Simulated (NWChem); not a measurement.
# One shape, several levels: SnNH3ClF (SMILES [NH2][SnH]([F])[Cl])

Wanted: a comparison of 3 runs (HF/STO-3G, HF/3-21G, BP86/def2-TZVP) of SnNH3ClF. 

Program for the calculation: NWChem 7.3.0.

### Step 1. The structure to begin with

The species is SnNH3ClF (7 atoms), meant as a singlet with charge 0. As SMILES, `[NH2][SnH]([F])[Cl]`. Geometry: relaxed at PBE0-D4/def2-TZVP. This is one conformer, not always the lowest.

Bond lengths: N1–Sn2 1.996 Å, Sn2–F3 1.920 Å, Sn2–Cl4 2.305 Å, N1–H5 1.012 Å, N1–H6 1.013 Å, Sn2–H7 1.691 Å. Angles: N1–Sn2–F3 110.0°, N1–Sn2–Cl4 106.1°, F3–Sn2–Cl4 105.4°, N1–Sn2–H7 116.5°, F3–Sn2–H7 106.0°, Cl4–Sn2–H7 112.5°, Sn2–N1–H5 112.3°, Sn2–N1–H6 113.8°, H5–N1–H6 108.3°.

### Step 2. Energy and gradient at HF/STO-3G (run 1)

Input file struct.nw:

```
start struct
memory stack 880 mb heap 220 mb global 1100 mb

geometry units angstrom noautosym nocenter noautoz
  N    -0.648100    1.112500    0.294300
  Sn    0.507400   -0.500800    0.079700
  F     0.969600   -0.735400   -1.768900
  Cl   -0.817600   -2.310700    0.612500
  H    -1.606300    0.939300    0.017000
  H    -0.313500    1.925300   -0.208300
  H     1.969800   -0.498200    0.928000
end

basis spherical bse
  N library STO-3G
  Sn library STO-3G
  F library STO-3G
  Cl library STO-3G
  H library STO-3G
end

scf
  thresh 1e-08
  maxiter 80
end

task scf gradient
```

The run is started by

```bash
$ nwchem struct.nw > struct.out
```

The log of the run:

```text
[...]
  functions       =    49
[...]
  wavefunction    = RHF
[...]
         Total SCF energy =  -6571.495148911882
      One-electron energy = -10131.279922419810
      Two-electron energy =   3037.944880091007
 Nuclear repulsion energy =    521.839893416921
        Time for solution =      5.5s
[...]
                         RHF ENERGY GRADIENTS
    atom               coordinates                        gradient
                 x          y          z           x          y          z
   1 N      -1.224731   2.102320   0.556146   -0.020977   0.027761  -0.008603
   2 Sn      0.958847  -0.946375   0.150611   -0.022256  -0.009047   0.012631
   3 F       1.832278  -1.389704  -3.342736    0.007880  -0.002651  -0.020086
   4 Cl     -1.545040  -4.366590   1.157457    0.000582   0.001312  -0.001332
   5 H      -3.035467   1.775020   0.032125    0.011672  -0.005626   0.004501
   6 H      -0.592429   3.638289  -0.393630    0.002040  -0.011124   0.006116
   7 H       3.722382  -0.941461   1.753666    0.021060  -0.000625   0.006771
[...]
```

It took 9.6 s on 1 thread of Intel Xeon Platinum 8488C (Sapphire Rapids), shared host; peak memory 0.096 GiB.

### Step 3. Energy and forces at HF/3-21G (run 2)

Input file input.xyz:

```xyz
7
ClFH3NSn
N     -0.648100     1.112500     0.294300
Sn     0.507400    -0.500800     0.079700
F      0.969600    -0.735400    -1.768900
Cl    -0.817600    -2.310700     0.612500
H     -1.606300     0.939300     0.017000
H     -0.313500     1.925300    -0.208300
H      1.969800    -0.498200     0.928000
```

Input file input.nw:

```
start input
title "ClFH3NSn"
memory 2200 mb
geometry units angstrom noautosym nocenter noautoz
  load input.xyz
end
basis spherical bse
  * library 3-21G
end
scf
  thresh 1e-08
  maxiter 80
end
task scf gradient
```

The run is started by

```bash
$ nwchem input.nw > input.out
```

The log of the run:

```text
[...]
  functions       =    68
[...]
  wavefunction    = RHF
[...]
         Total SCF energy =  -6608.464042054667
      One-electron energy = -10159.840625586190
      Two-electron energy =   3029.536690114603
 Nuclear repulsion energy =    521.839893416921
        Time for solution =      7.2s
[...]
                         RHF ENERGY GRADIENTS
    atom               coordinates                        gradient
                 x          y          z           x          y          z
   1 N      -1.224731   2.102320   0.556146   -0.001876   0.008997   0.025962
   2 Sn      0.958847  -0.946375   0.150611   -0.021692  -0.021393   0.022612
   3 F       1.832278  -1.389704  -3.342736    0.006150  -0.003767  -0.016651
   4 Cl     -1.545040  -4.366590   1.157457    0.017931   0.024661  -0.008206
   5 H      -3.035467   1.775020   0.032125    0.001849  -0.005211  -0.009257
   6 H      -0.592429   3.638289  -0.393630    0.002476  -0.004530  -0.009308
   7 H       3.722382  -0.941461   1.753666   -0.004837   0.001242  -0.005152
[...]
```

It took 12 s on 1 thread of Intel Xeon Platinum 8488C (Sapphire Rapids), shared host; peak memory 0.096 GiB.

### Step 4. Energy and forces at BP86/def2-TZVP (core potential) (run 3)

Input file mymol.nw:

```
start mymol
title "ClFH3NSn"
memory stack 880 mb heap 220 mb global 1100 mb

geometry noautosym nocenter noautoz
  N    -0.648100    1.112500    0.294300
  Sn    0.507400   -0.500800    0.079700
  F     0.969600   -0.735400   -1.768900
  Cl   -0.817600   -2.310700    0.612500
  H    -1.606300    0.939300    0.017000
  H    -0.313500    1.925300   -0.208300
  H     1.969800   -0.498200    0.928000
end

basis spherical bse
  N library def2-TZVP
  Sn library def2-TZVP
  F library def2-TZVP
  Cl library def2-TZVP
  H library def2-TZVP
end

ecp bse
  Sn library def2-TZVP
end

dft
  xc becke88 perdew86
  grid fine
  convergence energy 1e-08
  maxiter 100
  mulliken
  noprint "final vectors analysis"
end

task dft gradient
```

The run is started by

```bash
$ nwchem mymol.nw > mymol.out
```

The log of the run:

```text
[...]
          Wavefunction type:  closed shell.
          No. of atoms     :     7
          No. of electrons :    58
[...]
          Charge           :     0
          Spin multiplicity:     1
[...]
          AO basis - number of functions:   167
[...]
              XC Information
              --------------
                    Becke 1988 Exchange Functional  1.000
                Perdew 1981 Correlation Functional  1.000 local
                Perdew 1986 Correlation Functional  1.000 non-local
[...]
 d= 0,ls=0.0,diis     1   -831.0927679853 -1.10D+03  1.46D-02  1.76D+00    10.0
[...]
 d= 0,ls=0.0,diis    13   -831.2291690811 -2.59D-10  6.61D-08  1.83D-10   100.3
         Total DFT energy =     -831.229169081077
      One electron energy =    -1767.968510812503
           Coulomb energy =      730.933241418369
    Exchange-Corr. energy =      -65.050953867205
 Nuclear repulsion energy =      270.857054180262
[...]
  wavefunction    = closed shell
                         DFT ENERGY GRADIENTS
    atom               coordinates                        gradient
                 x          y          z           x          y          z
   1 N      -1.224731   2.102320   0.556146    0.001263  -0.003988  -0.008101
   2 Sn      0.958847  -0.946375   0.150611   -0.003578   0.000440  -0.006547
   3 F       1.832278  -1.389704  -3.342736   -0.003625   0.001613   0.012848
   4 Cl     -1.545040  -4.366590   1.157457    0.004906   0.006867  -0.002336
   5 H      -3.035467   1.775020   0.032125    0.007591   0.001593   0.002293
   6 H      -0.592429   3.638289  -0.393630   -0.002900  -0.006374   0.004117
   7 H       3.722382  -0.941461   1.753666   -0.003657  -0.000151  -0.002273
[...]
```

Run time: 2.5 min. Hardware: 1 thread of Intel Xeon Platinum 8488C (Sapphire Rapids), shared host; peak memory 0.14 GiB.

### Step 5. All runs side by side

| run | level | iteration cap | module | energy (Eh) | dipole moment (D) | HOMO energy (eV) | LUMO energy (eV) | wall time |
| --- | --- | --- | --- | --- | --- | --- | --- | --- |
| 1 | HF/STO-3G | 80 | scf | -6571.495149 | 2.99 | -8.76 | 8.00 | 9.6 s |
| 2 | HF/3-21G | 80 | scf | -6608.464042 | 3.35 | -11.69 | 2.80 | 12 s |
| 3 | BP86/def2-TZVP (core potential) | 100 | dft | -831.229169 | 2.40 | – | – | 2.5 min |

### Step 6. What came out

```
                       quantity          value
            run 3: total energy  -831.22917 Eh
           run 3: dipole moment         2.40 D
run 3: largest force on an atom     0.691 eV/Å
```

In words: The dipole moment (its size) runs from 2.40 D (BP86/def2-TZVP) to 3.35 D (HF/3-21G). The two ends differ in method and basis and core potential. Some runs of one species differ in core potentials or relativity; totals across that change don't compare. In run 1 the basis is minimal, so the values are rough. In runs 1, 2 relativity is left out where basis or elements ask for it. All runs together took 2.9 min, the longest 2.5 min.
